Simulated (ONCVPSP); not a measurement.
# An ONCV potential for fluorine, from input to tests

Do these settings give a usable potential? It is generated, then checked for transferability, scattering, ghosts and hardness.

The numbers are computed with ONCVPSP 4.0.1 (PBEsol, scalar-relativistic, spin-unpolarised reference atom).

## (1) Starting point

The settings as typed:

* element: fluorine (F, Z = 9)
* type: optimised norm-conserving Vanderbilt (ONCV)
* frozen core: [He]
* valence charge: 7
* reference configuration: 2s2 2p5
* partial waves: 2s: rc 0.70 bohr, ncon 4, nbas 7, qcut 9.6 1/bohr, 2 projectors, debl 0.5 Ha; 2p: rc 1.20 bohr, ncon 4, nbas 8, qcut 9.7 1/bohr, 2 projectors, debl 2.9 Ha; d scattering state at 0.04 Ha: rc 1.25 bohr, ncon 4, nbas 8, qcut 9.2 1/bohr, 3 projectors, debl 2.5 Ha
* local potential: polynomial inside 0.55 bohr (lpopt 5, dvloc0 0 Ha)
* core correction: Teter function fitted to the true core (icmod 2), fcfact 0.55

The nodes and maxima of the atom's own shells, from an earlier all-electron run, set the scale for the radii.

All-electron outer shells of the reference configuration (PBEsol, scalar-relativistic, ld1.x):

| shell | level (eV) | outermost node (bohr) | outermost maximum (bohr) |
| --- | --- | --- | --- |
| 1s | -661.16 | – | 0.11 |
| 2s | -29.72 | 0.24 | 0.76 |
| 2p | -11.05 | – | 0.71 |

## (2) Generating the potential

The input, F.dat:

```
# ATOM AND REFERENCE CONFIGURATION
# atsym  z   nc   nv     iexc    psfile
  F 9.00    1    2  -116133      upf
#
#   n    l    f
    1    0    2.00
    2    0    2.00
    2    1    5.00
#
# PSEUDOPOTENTIAL AND OPTIMIZATION
# lmax
    2
#
#   l,   rc,      ep,       ncon, nbas, qcut
    0    0.70    0.00    4    7    9.60
    1    1.20    0.00    4    8    9.70
    2    1.25    0.04    4    8    9.20
#
# LOCAL POTENTIAL
# lloc, lpopt,  rc(5),   dvloc0
    4    5    0.55    0.00
#
# VANDERBILT-KLEINMAN-BYLANDER PROJECTORs
# l, nproj, debl
    0    2    0.50
    1    2    2.90
    2    3    2.50
#
# MODEL CORE CHARGE
# icmod, fcfact, rcfact
    2    0.55    0.85
#
# LOG DERIVATIVE ANALYSIS
# epsh1, epsh2, depsh
   -3.00    5.00    0.02
#
# OUTPUT GRID
# rlmax, drl
    6.00    0.01
#
# TEST CONFIGURATIONS
# ncnf
    4
# nvcnf
#   n    l    f
    2
    2    0    2.00
    2    1    4.00
#
    2
    2    0    2.00
    2    1    3.00
#
    2
    2    0    2.00
    2    1    2.00
#
    2
    2    0    2.00
    2    1    4.50
#
```

On the command line:

```sh
$ oncvpsp.x < F.dat > F.out
```

**Question.** What will these runs give? Wanted: cutoffs for 1 and 0.1 mHa per electron, occupied waves; bound ghosts; GHOST(+) flags; largest test error; largest phase difference near zero energy, channels read; rms error of d²Exc/dn², without and with the model core; projector energies reset by the program.

**Answer**, as computed:

| quantity | value |
| --- | --- |
| cutoffs for 1 and 0.1 mHa per electron, occupied waves | 85 Ha and 214 Ha |
| bound ghosts | none found |
| GHOST(+) flags | none at low energy |
| largest test error (AE − PS) | +582 meV, for 2s2 2p2 |
| largest phase difference near zero energy, channels read | 0.000 rad |
| rms error of d²Exc/dn², without and with the model core | 1.85 and 1.60 mHa |
| projector energies reset by the program | s: -1.092, 0.250 Ha |

What this shows: The worst unpolarised test, 2s2 2p2, is off by 582 meV on 118.1 eV; by total energies transferability rates as poor. That test lies far up in energy; among those under 40 eV, nearer to bonding, the largest error is 17 meV. The potential is very hard: the looser tolerance needs 85 Ha. The tighter tolerance needs 214 Ha, and converged work needs a cutoff nearer that. At the looser tolerance the 2s wave is the slowest; 2p needs 39 Ha. No bound ghost shows below the valence levels. Near zero energy the phases of the channels with partial waves agree within 0.001 rad. These are tests on the free atom; a crystal test is still owed.
